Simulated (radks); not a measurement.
# Ga³⁺ in [Ne] 3s2 3p5.75 3d10 4d0.25: an all-electron calculation

An exercise on one series of results from a longer session: the logs are not shown, and one member is left open.

The numbers are computed with radks (a radial shooting solver on a logarithmic mesh, Libxc functionals) version 1 (scalar-relativistic Kohn-Sham, exchange-only PBE, spin-polarised, spherical densities, point nucleus; open shells are filled with parallel spins first), except any that are marked as measured or tabulated.

### What is computed

| Quantity | Value |
| --- | --- |
| element | gallium (Z = 31) |
| charge | +3 |
| electrons | 28 |
| configuration | [Ne] 3s2 3p5.75 3d10 4d0.25 |

Set-up of the first run:

The run's settings:

```text
Z 31
configuration [Ne] 3s2 3p5.75 3d10 4d0.25 4s0 4p0
relativity scalar-relativistic
functional pbe,
spin polarised
nucleus point
c 137.035999084
```

Launch:

```
> python run_ks.py task.json out
```

The same process makes all the runs of this session.

One of the session's tables, all rows but one given; the rest of the session is left out.

It belongs to the step «Radial structure». Radial moments (bohr):

```
  level      <r>  outermost maximum (interpolated)  90 % within  nodes
  1s up  0.04860                            0.0318       0.0868      0
1s down  0.04860                            0.0318       0.0868      0
  2s up   0.2178                             0.182        0.337      1
2s down   0.2178                             0.182        0.337      1
  2p up   0.1907                             0.146        0.312      0
2p down   0.1907                             0.146        0.312      0
  3s up   0.6506                             0.564        0.974      2
3s down   0.6509                             0.564        0.974      2
  3p up   0.6764                             0.566         1.04      1
3p down        ?                                 ?            ?      ?
  3d up   0.7784                             0.531         1.32      0
3d down   0.7793                             0.531         1.33      0
  4s up    1.953                              1.71         2.86      3
4s down    1.938                              1.71         2.83      3
  4p up    2.277                              1.98         3.36      2
4p down    2.244                              1.97         3.30      2
  4d up    3.291                              2.88         4.89      1
```

**Question.** Estimate the row for 3p down.

**Answer.** <r>: 0.6769; outermost maximum (interpolated): 0.566; 90 % within: 1.04; nodes: 1. In the column «<r>» it lies between 3p up (0.6764) and 3d up (0.7784).
